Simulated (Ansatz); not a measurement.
**C₃H₃FO₂Zn: a ladder of functionals and wavefunction methods**

The task here is to estimate one member of a computed series from the others.

Program: Ansatz 0.2.0, Gaussian basis. Level of theory: functionals in def2-TZVPP, the program's frozen cores in correlated methods. These are calculated values, not measurements.

Levels to be run: LDA (SPW92), PBE-D4, revPBE-D4, BLYP-D4, r2SCAN-D4, B97M-V, PBE0-D4, B3LYP-D4, r2SCANh-D4, r2SCAN0-D4, HSE06-D4, BHLYP-D4, CAM-B3LYP-D4, LC-ωPBE, ωB97X-V, ωB97M-V, B2PLYP, PBE-QIDH; CCSD(T)/def2-SVP; MP2/def2-TZVPP; MP2/def2-QZVPP; RPA on PBE.

## Structure used throughout

The geometry comes from an earlier relaxation with PBE0-D4 in a triple-zeta def2 set; it is a stationary point, not always the lowest conformer.

SMILES `[F][Zn-]1[O]C=CC=[O+]1`, 10 atoms, charge 0, spin multiplicity 1.

Atoms are counted from 1 here; the program's logs count them from 0.

Bond lengths: F1–Zn2 1.769 Å, Zn2–O3 1.933 Å, Zn2–O7 1.933 Å, O3–C4 1.264 Å, C4–C5 1.392 Å, C4–H8 1.097 Å, C5–C6 1.392 Å, C5–H9 1.082 Å, C6–O7 1.264 Å, C6–H10 1.097 Å. Angles: F1–Zn2–O3 131.6°, F1–Zn2–O7 131.6°, O3–Zn2–O7 96.8°, Zn2–O3–C4 121.8°, O3–C4–C5 127.6°, O3–C4–H8 115.3°, C5–C4–H8 117.2°, C4–C5–C6 124.4°, C4–C5–H9 117.8°, C6–C5–H9 117.8°, C5–C6–O7 127.6°, C5–C6–H10 117.2°, O7–C6–H10 115.3°, Zn2–O7–C6 121.8°.

Set-up of the first run:

in.yaml

```yaml
crystal:
  periodic: [false, false, false]
  atoms:
    - {symbol: F, position_ang: [2.107883, -2.592434, 1.675775]}
    - {symbol: Zn, position_ang: [1.112158, -1.365437, 0.881409]}
    - {symbol: O, position_ang: [-0.545298, -1.499394, -0.104586]}
    - {symbol: C, position_ang: [-1.107497, -0.483235, -0.603605]}
    - {symbol: C, position_ang: [-0.676547, 0.838960, -0.546590]}
    - {symbol: C, position_ang: [0.484838, 1.260758, 0.094057]}
    - {symbol: O, position_ang: [1.324806, 0.548782, 0.714716]}
    - {symbol: H, position_ang: [-2.043079, -0.682468, -1.141099]}
    - {symbol: H, position_ang: [-1.285323, 1.589257, -1.032689]}
    - {symbol: H, position_ang: [0.711160, 2.334011, 0.065512]}
basis:
  gaussian: {orbitals: def2-TZVPP}
hamiltonian: {xc: lda}
output: {orbitals: {seedname: orbitals}}
```

Command:

```
> ansatz run in.yaml --threads 4 --pin off --events-out ev --progress --plain --max-ram 11315MiB
```

Steps of the session up to this table: LDA; PBE-D4 (GGA); revPBE-D4 (GGA); BLYP-D4 (GGA); r2SCAN-D4 (meta-GGA); B97M-V (meta-GGA); PBE0-D4 (hybrid); B3LYP-D4 (hybrid); r2SCANh-D4 (hybrid); r2SCAN0-D4 (hybrid); HSE06-D4 (hybrid); BHLYP-D4 (hybrid); CAM-B3LYP-D4 (range-separated); LC-ωPBE (range-separated); ωB97X-V (range-separated); ωB97M-V (range-separated); B2PLYP (double hybrid); PBE-QIDH (double hybrid).

One of the session's tables, all rows but one given; the rest of the session is left out.

It belongs to the step «Orbital energies across the functionals». 

| functional | HOMO (eV) | LUMO (eV) | gap (eV) |
| --- | --- | --- | --- |
| LDA (SPW92) | ? | ? | ? |
| PBE-D4 | -6.64 | -3.21 | 3.43 |
| revPBE-D4 | -6.55 | -3.10 | 3.45 |
| BLYP-D4 | -6.57 | -3.08 | 3.49 |
| r2SCAN-D4 | -6.93 | -3.08 | 3.85 |
| B97M-V | -6.90 | -2.97 | 3.94 |
| PBE0-D4 | -7.79 | -2.30 | 5.49 |
| B3LYP-D4 | -7.60 | -2.52 | 5.08 |
| r2SCANh-D4 | -7.34 | -2.74 | 4.60 |
| r2SCAN0-D4 | -7.96 | -2.22 | 5.73 |
| HSE06-D4 | -7.40 | -2.68 | 4.72 |
| BHLYP-D4 | -8.75 | -1.24 | 7.52 |
| CAM-B3LYP-D4 | -9.06 | -1.20 | 7.86 |
| LC-ωPBE | -10.29 | -0.09 | 10.20 |
| ωB97X-V | -9.96 | -0.09 | 9.87 |
| ωB97M-V | -9.89 | -0.15 | 9.73 |

Estimate the missing values for LDA (SPW92).

**Answer.** HOMO (eV): -6.85; LUMO (eV): -3.51; gap (eV): 3.34. In the column «HOMO (eV)» it lies between B97M-V (-6.90) and PBE-D4 (-6.64).
